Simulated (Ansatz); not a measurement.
# CH5ClSeSn: basis-set convergence

One table from this session's results is given with a row withheld; the runs are named, their logs left out.

Program: Ansatz 0.2.0, Gaussian basis. Level of theory: one geometry, several basis sets. These are calculated values, not measurements.

Levels to be run: PBE0-D4/def2-SVP; ωB97M-V/def2-SVP; PBE0-D4/def2-QZVPP; ωB97M-V/def2-QZVPP; the functionals' def2-TZVPP values are taken from earlier runs.

## The relaxed structure

The geometry comes from an earlier relaxation with PBE0-D4 in a triple-zeta def2 set; it is a stationary point, not always the lowest conformer. Sn takes the def2 core potential; no spin-orbit term is included.

SMILES `C[Se][SnH2][Cl]`, 9 atoms, charge 0, spin multiplicity 1.

Atoms are counted from 1 here; the program's logs count them from 0.

Bond lengths: C1–Se2 1.960 Å, C1–H5 1.089 Å, C1–H6 1.088 Å, C1–H7 1.088 Å, Se2–Sn3 2.501 Å, Sn3–Cl4 2.342 Å, Sn3–H8 1.704 Å, Sn3–H9 1.700 Å. Angles: Se2–C1–H5 105.9°, Se2–C1–H6 110.0°, Se2–C1–H7 110.7°, H5–C1–H6 109.6°, H5–C1–H7 109.6°, H6–C1–H7 110.9°, C1–Se2–Sn3 96.2°, Se2–Sn3–Cl4 107.3°, Se2–Sn3–H8 112.1°, Se2–Sn3–H9 110.5°, Cl4–Sn3–H8 103.8°, Cl4–Sn3–H9 107.5°, H8–Sn3–H9 115.1°.

Set-up of the first run:

in.yaml

```yaml
crystal:
  periodic: [false, false, false]
  atoms:
    - {symbol: C, position_ang: [-0.973262, 0.663253, -1.206467]}
    - {symbol: Se, position_ang: [-0.683015, -1.224619, -0.765235]}
    - {symbol: Sn, position_ang: [0.790226, -0.815071, 1.213975]}
    - {symbol: Cl, position_ang: [2.633548, 0.420607, 0.465861]}
    - {symbol: H, position_ang: [-1.575936, 0.667658, -2.113138]}
    - {symbol: H, position_ang: [-0.020558, 1.152068, -1.398257]}
    - {symbol: H, position_ang: [-1.514091, 1.165746, -0.407289]}
    - {symbol: H, position_ang: [0.054182, 0.208954, 2.360148]}
    - {symbol: H, position_ang: [1.377404, -2.284796, 1.833401]}
basis:
  gaussian: {orbitals: def2-SVP}
hamiltonian: {xc: pbe0, dispersion: d4}
output: {orbitals: {seedname: orbitals}}
```

Launch:

```console
$ ansatz run in.yaml --threads 4 --pin off --events-out ev --progress --plain --max-ram 10444MiB
```

Among the steps run: PBE0-D4 in def2-SVP; ωB97M-V in def2-SVP; PBE0-D4 in def2-QZVPP; ωB97M-V in def2-QZVPP.

One table of the session follows, with a row left open; its other results are not shown here.

It belongs to the step «Functionals by basis». 

| functional | basis | HOMO (eV) |
| --- | --- | --- |
| PBE0-D4 | def2-SVP | -6.77 |
| PBE0-D4 | def2-TZVPP | -6.88 |
| PBE0-D4 | def2-QZVPP | -6.90 |
| ωB97M-V | def2-SVP | ? |
| ωB97M-V | def2-TZVPP | -9.03 |
| ωB97M-V | def2-QZVPP | -9.05 |

Estimate the missing values for ωB97M-V, def2-SVP.

The run gave: HOMO (eV): -8.89. In the column «HOMO (eV)» it lies between ωB97M-V, def2-TZVPP (-9.03) and PBE0-D4, def2-QZVPP (-6.90).
